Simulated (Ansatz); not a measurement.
The system is Hf2Pd2Se2Br2O3.

```
Hf Pd Se Br O
1.0
     5.75899    0.00000    0.00000
    -2.87949    4.98743    0.00000
     0.00000    0.00000    8.52547
Hf Pd Se Br O
2 2 2 2 3
Direct
  0.33333 0.66667 0.54201
  0.66667 0.33333 0.54201
  0.33333 0.66667 0.12880
  0.66667 0.33333 0.12880
  0.33333 0.66667 0.85572
  0.66667 0.33333 0.85572
  0.00000 0.00000 0.13895
  0.00000 0.00000 0.65384
  0.50000 0.00000 0.42963
  0.00000 0.50000 0.42963
  0.50000 0.50000 0.42963
```

The cell was built by a generator and needn't be a form met in nature.

| Item | Value |
| --- | --- |
| Program | Ansatz 0.2.0 |
| Task | relaxation of cell and atoms |
| Functional | PBEsol |
| Dispersion | D3(BJ) |
| Potentials or basis | Ansatz PAW |
| Cutoff | 420 eV (not typed: the program's choice for these potentials) |
| k mesh | 4 × 4 × 3 |
| Occupations | fermi-dirac, width 0.05 eV |
| Spin | no spin polarisation |

At the start: volume 22.26 Å³/atom.

Problem. Where does the relaxation end?

Solution. It ends after 9 steps and the volume is 19.14 Å³/atom (-14.0 %); space group P6mm (No. 183, to 0.05 Å).

The path:
```csv
step,energy change (eV),largest force (eV/Å),volume (Å³)
1,0.0000,0.3656,244.87
2,-0.5766,0.5787,217.39
3,-0.6334,0.1053,214.96
4,-0.6498,0.1143,211.76
5,-0.6525,0.0287,211.03
6,-0.6524,0.0025,211.10
7,-0.6315,0.0024,211.10
8,-0.6324,0.0017,210.51
9,-0.6316,0.0017,210.51
```

Final structure:
```
CELL_PARAMETERS angstrom
5.49160 0.00000 0.00000
-2.74580 4.75587 0.00000
0.00000 0.00000 8.06002
ATOMIC_POSITIONS crystal
Hf 0.33333 0.66667 0.54234
Hf 0.66667 0.33333 0.54234
Pd 0.33333 0.66667 0.14759
Pd 0.66667 0.33333 0.14759
Se 0.33333 0.66667 0.86563
Se 0.66667 0.33333 0.86563
Br 0.00000 0.00000 0.13985
Br 0.00000 0.00000 0.65205
O 0.50000 0.00000 0.41057
O 0.00000 0.50000 0.41057
O 0.50000 0.50000 0.41057
```

Caveat: the plane-wave basis is chosen anew once the cell has moved, so the energies of steps on either side of that aren't comparable; pairwise dispersion overbinds metals, which lowers pressure and volume; the PAW data sets come from PBE, with cores solved anew for the run's functional, which leaves a small shift of forces and pressure.
